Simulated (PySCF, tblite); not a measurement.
# C5H4F3NO: geometry, infrared bands and NMR shifts

What infrared bands and NMR shifts should C5H4F3NO (`Cc1cc(C(F)(F)F)on1`) show?

The runs use tblite 0.8.0 and PySCF 2.14.0, with density-fitted response routines of our own; the level of theory stands in each step. All values are computed, except where a source is named. Atoms count from 0, in the outputs and in this text.

## (1) The molecule as given

14 atoms, charge 0, multiplicity 1; geometry from: force field or distance geometry start.

Bonds of the start (Å): C0–C1 1.46, C1–C2 1.40, C2–C3 1.38, C3–C4 1.51, C4–F5 1.36, C4–F6 1.37, C4–F7 1.39, C3–O8 1.28, O8–N9 1.33, N9–C1 1.33, C0–H10 1.13, C0–H11 1.13, C0–H12 1.11, C2–H13 1.07.

## (2) Geometry optimisation with GFN2-xTB

The job: settings as JSON, then the geometry in Å.

```
{"job": {"kind": "relax", "xc": "GFN2-xTB", "basis": "xTB"}, "charge": 0, "multiplicity": 1}
C     -2.504800     0.018000     0.118900
C     -1.118200    -0.005900    -0.353200
C      0.006000    -0.005100     0.480300
C      1.102500    -0.032000    -0.363900
C      2.526400    -0.046000     0.132500
F      3.016500     1.208200    -0.063400
F      3.194200    -1.023200    -0.552000
F      2.516200    -0.256800     1.508700
O      0.677800    -0.071900    -1.575700
N     -0.647100    -0.053700    -1.601400
H     -3.162800     0.185300    -0.788600
H     -2.726400     0.910300     0.770700
H     -2.829700    -0.856600     0.719800
H     -0.051200     0.029000     1.545100
```

Started as:

```bash
> OMP_NUM_THREADS=1 python probes_run.py task.json out
```

One launch serves the whole session: the jobs run in the order shown.

**Question.** This job is followed by: GFN2-xTB harmonic vibrations, gas phase; GIAO PBE0/pcSseg-1 NMR shielding, non-relativistic, gas phase. Predict these results of the whole session: strongest single infrared mode (GFN2-xTB); zero-point energy (GFN2-xTB); 13C shifts against TMS (PBE0/pcSseg-1); 1H shifts against TMS (PBE0/pcSseg-1, means over atoms taken as alike); 19F shifts against CFCl3 (PBE0/pcSseg-1, means over atoms taken as alike); 17O shifts against H2O (PBE0/pcSseg-1); 15N shifts against NH3 (PBE0/pcSseg-1).

As calculated:

| quantity | value |
| --- | --- |
| strongest single infrared mode (GFN2-xTB) | 1070 cm⁻¹, 260 km/mol |
| zero-point energy (GFN2-xTB) | 54.8 kcal/mol |
| 13C shifts against TMS (PBE0/pcSseg-1) | 169.9, 163.5, 128.3, 115.4, 13.4 ppm |
| 1H shifts against TMS (PBE0/pcSseg-1, means over atoms taken as alike) | 6.75, 2.60 ppm |
| 19F shifts against CFCl3 (PBE0/pcSseg-1, means over atoms taken as alike) | -77.6 ppm |
| 17O shifts against H2O (PBE0/pcSseg-1) | 393.5 ppm |
| 15N shifts against NH3 (PBE0/pcSseg-1) | 418.1 ppm |

What this shows: The optimisation took 33 steps and gained 0.630 eV; among the close pairs (by a distance rule), C3–O8 changed most, from 1.285 to 1.342 Å. All 36 modes are real, so the xTB geometry is a minimum. The strongest single mode, at 1070 cm⁻¹, is spread over several atoms, C4, N9, O8 among them. GFN2-xTB is a fitted tight-binding method: band positions and strengths are rough. Its intensities can rank the bands wrongly. At PBE0/pcSseg-1: The largest span, 442 ppm, is at N9, where the paramagnetic term is -472 ppm. NICS(1)zz of -26 ppm above the planar ring from C1 marks a diatropic (aromatic) ring current.
